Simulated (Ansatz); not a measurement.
## Hf2Pd2Se2Br2O3 under changes of volume

One of the cells (22.729 Å³/atom); the others are scaled copies at fixed shape and fractional positions:

```xyz
11
Lattice="5.6066 -0.0935 -0.0141 1.6139 5.3351 0.0025 1.3692 1.9153 8.3154" Properties=species:S:1:pos:R:3 pbc="T T T"
Hf    2.3902    3.4984    0.1883
Hf    6.1995    3.6586    8.1156
Pd    1.4915    3.6252    4.1590
Pd    0.6846    0.9576    4.1577
Se    1.0298    2.2924    2.1069
Se    7.5599    4.8645    6.1970
Br    4.2949    3.5785    4.1519
Br    3.4879    0.9109    4.1507
O     4.3489    3.6281    7.6532
O     4.2408    3.5289    0.6507
O     0.0000    0.0000    0.0000
```

The cell was built by a generator and needn't be a form met in nature.

```yaml
Program: Ansatz 0.2.0
Functional: PBE
Potentials_or_basis: Ansatz PAW
Cutoff: "420 eV (not typed: the program's choice for these potentials)"
k_mesh: 5 × 5 × 4
Occupations: fermi-dirac, width 0.05 eV
Spin: no spin polarisation
```

| volume (Å³/atom) | energy over the lowest point (meV/atom) | pressure (GPa) | largest force (eV/Å) |
| --- | --- | --- | --- |
| 21.365 | 23.25 | 5.9 | 1.295 |
| 21.820 | ? | ? | ? |
| 22.274 | 2.17 | 1.7 | 0.406 |
| 22.729 | 0.00 | -0.1 | 0.036 |
| 23.183 | 2.63 | -1.7 | 0.359 |
| 23.638 | 9.55 | -3.1 | 0.701 |
| 24.093 | 20.30 | -4.4 | 1.018 |

What does the run at 21.820 Å³/atom give?

Energy over the lowest point 9.71 meV/atom; pressure 3.7 GPa; largest force 0.834 eV/Å.

Worked out: A Birch-Murnaghan fit of order 3 (a polynomial in V^(-2/3)) to the other rows has its minimum at 22.70 Å³/atom with B0 = V·E''(V) = 85 GPa and B' = 4.6 at fixed shape and positions, which overstates the stiffness. It gives 9.69 meV/atom at 21.820 Å³/atom, against the run's 9.71, and -dE/dV = 3.7 GPa, against 3.7.

Energies are extrapolated to zero smearing.

Caveats: forces of over 1 eV/Å show positions far from the minimum, so gaps and moduli don't describe the material at rest (some runs).
